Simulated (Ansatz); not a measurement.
# ZrSn3O8: the band gap up the ladder of functionals

An exercise on one series of results from a longer session: the logs are not shown, and one member is left open.

Code: Ansatz 0.2.0. PAW datasets, plane waves. Spin-unpolarised throughout. Whether this structure exists isn't addressed.

## The cell

The cell was relaxed beforehand with r2SCAN.

The symmetry is Pmm2 (No. 25, orthorhombic); conventional cell a = 3.516 Å, b = 7.236 Å, c = 5.395 Å, 11.44 Å³ an atom. Near Zr stand 4 O at 2.01–2.08 Å; near Sn stand 4 O at 2.02–2.04 Å; near O stand 1 Sn at 2.01 Å and 1 Zr at 2.08 Å; near O stand 2 Sn at 2.04 Å; near O stand 2 Zr at 2.01 Å.

The structure in full:

Space group Pmm2 (No. 25). a = 3.516 Å, b = 7.236 Å, c = 5.395 Å, α = 90.00°, β = 90.00°, γ = 90.00°
| atom | site | symmetry | x | y | z |
| --- | --- | --- | --- | --- | --- |
| Zr | 1c | mm2 | 0.5000 | 0.0000 | 0.5032 |
| Sn | 2g | m.. | 0.0000 | 0.7512 | 0.0060 |
| O | 2h | m.. | 0.5000 | 0.7475 | 0.3194 |
| O | 1a | mm2 | 0.0000 | 0.0000 | 0.1856 |
| O | 1a | mm2 | 0.0000 | 0.0000 | 0.6833 |
| O | 2h | m.. | 0.5000 | 0.7571 | 0.8206 |
| Sn | 1d | mm2 | 0.5000 | 0.5000 | 0.4891 |
| O | 1b | mm2 | 0.0000 | 0.5000 | 0.1730 |
| O | 1b | mm2 | 0.0000 | 0.5000 | 0.6739 |

Set-up of the first run:

The input, input.yaml:

```yaml
crystal:
  lattice:
    - [3.5160841204, 0.0, 0.0]
    - [0.0, 7.2359358107, 0.0]
    - [0.0, 0.0, 5.3949402792]
  atoms:
    - { symbol: Zr, position: [0.5, 0.0, 0.5032473224] }
    - { symbol: Sn, position: [0.0, 0.7511811372, 0.005980587] }
    - { symbol: O, position: [0.5, 0.7475027508, 0.3193830618] }
    - { symbol: O, position: [0.0, 0.0, 0.1855729066] }
    - { symbol: O, position: [0.0, 0.0, 0.683309745] }
    - { symbol: O, position: [0.5, 0.7570818901, 0.8206092659] }
    - { symbol: Sn, position: [0.5, 0.5, 0.4890558508] }
    - { symbol: Sn, position: [0.0, 0.2488188628, 0.005980587] }
    - { symbol: O, position: [0.5, 0.2524972492, 0.3193830618] }
    - { symbol: O, position: [0.0, 0.5, 0.1729769125] }
    - { symbol: O, position: [0.0, 0.5, 0.673891433] }
    - { symbol: O, position: [0.5, 0.2429181099, 0.8206092659] }
kpoints:
  mp_grid: { grid: [8, 4, 6] }
  band_path:
    path:
      - [[0.0, 0.0, 0.0], [0.5, 2.444297581677e-18, -1.870375495846e-33], [0.5, 0.5, -1.606792312785e-33], [-1.792830632726e-35, 0.5, 2.635831830614e-34], [0.0, 0.0, 0.0], [1.386647949884e-50, 5.238125256062e-51, 0.5], [0.5, 2.444297581677e-18, 0.5], [0.5, 0.5, 0.5], [-3.577868064128e-35, 0.5, 0.5], [1.386647949884e-50, 5.238125256062e-51, 0.5]]
      - [[0.5, 2.444297581677e-18, -1.870375495846e-33], [0.5, 2.444297581677e-18, 0.5]]
      - [[-1.792830632726e-35, 0.5, 2.635831830614e-34], [-3.577868064128e-35, 0.5, 0.5]]
      - [[0.5, 0.5, -1.606792312785e-33], [0.5, 0.5, 0.5]]
    npoints: 10
hamiltonian:
  xc: pbe
scf:
  occupations: { method: fermi_dirac, width: 0.02 }
  n_extra_bands: 7
output:
  forces: true
  stress: true
  eigenvalues: true
```

Steps of the session up to this table: PBE bands along the symmetry lines; r2SCAN at the same geometry; HSE06; PBE+SOC; PBE0.

One of the session's tables, all rows but one given; the rest of the session is left out.

```
  level  gap (eV)
    PBE      1.82
 r2SCAN      2.40
  HSE06      3.28
PBE+SOC      1.83
   PBE0         ?
```

Q: Estimate the row for PBE0 from the others.

As computed: gap (eV): 4.00. In the column «gap (eV)» it is the highest.

Meshes: PBE 8×4×6, r2SCAN 8×4×6, HSE06 4×2×4, PBE+SOC 8×4×6, PBE0 4×2×4

The gap runs from 1.82 eV (PBE) to 4.00 eV (PBE0). Against HSE06, PBE is short by 1.46 eV, at 56 % of it, and r2SCAN 73 %. PBE0 lies 0.72 eV above HSE06, which differs from it by screening the long-range exchange.

To keep in mind: Warnings in the runs' records: stress exchange threshold loose, stress scf threshold loose.
